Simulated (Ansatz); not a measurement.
# OsBr2: the cell at several levels of theory

The task here is to estimate one member of a computed series from the others.

Program: Ansatz 0.2.0. PAW datasets, plane waves, zero pressure. The cell comes from a prototype generator: it can be a known phase or a hypothetical one. Spin polarisation is off.

### The cell

The sheet's in-plane cell has a = 3.907 Å, b = 3.907 Å (γ = 120.0°), and its outermost atoms lie 3.18 Å apart along the normal. Around Os lie 6 Br at 2.76 Å; around Br lie 3 Os at 2.76 Å.

The structure in full:

```
CELL_PARAMETERS angstrom
3.90729 0.00000 0.00000
-1.95364 3.38381 0.00000
0.00000 0.00000 18.00000
ATOMIC_POSITIONS crystal
Os 0.00000 0.00000 0.50000
Br 0.33333 0.66667 0.58820
Br 0.66667 0.33333 0.41180
```
Periodic in the plane only; c spans the vacuum.

The first run:

input.yaml reads:

```yaml
crystal:
  lattice:
    - [3.90728904, 0.0, 0.0]
    - [-1.95364452, 3.3838115686, 0.0]
    - [0.0, 0.0, 18.0]
  atoms:
    - { symbol: Os, position: [0.0, 0.0, 0.5] }
    - { symbol: Br, position: [0.3333333333, 0.6666666667, 0.5882044513] }
    - { symbol: Br, position: [0.6666666667, 0.3333333333, 0.4117955487] }
  periodic: [true, true, false]
kpoints:
  mp_grid: { grid: [12, 12, 1] }
hamiltonian:
  xc: pbe
scf:
  occupations: { method: fermi_dirac, width: 0.02 }
relax:
  f_tol: 0.005
  cell: {}
```

Among the steps run: Relaxing with PBE; r2SCAN: cell and atoms; Relaxing with PBEsol; LDA: cell and atoms; Relaxation with HSE06.

One of the session's tables, all rows but one given; the rest of the session is left out.

| level | a (Å) | area (Å²/atom) |
| --- | --- | --- |
| PBE | 3.830 | 4.234 |
| r2SCAN | ? | ? |
| PBEsol | 3.778 | 4.121 |
| LDA | 3.751 | 4.063 |
| HSE06 | 3.783 | 4.131 |

Q: Estimate the row for r2SCAN from the others.

As computed: a (Å): 3.794; area (Å²/atom): 4.154. In the column «a (Å)» it lies between HSE06 (3.783) and PBE (3.830).

In words: The first relaxation changed the area by -3.9 % from the start. The area runs from LDA (least) to PBE (most), a spread of 4.2 %, or 2.1 % in length if all axes shared it alike. The meshes differ: PBE 12×12×1, r2SCAN 12×12×1, PBEsol 12×12×1, LDA 12×12×1, HSE06 6×6×1.

To keep in mind: Warnings in the runs' records: band table not solved further, slab cell height set, xc potential rough in thin density.
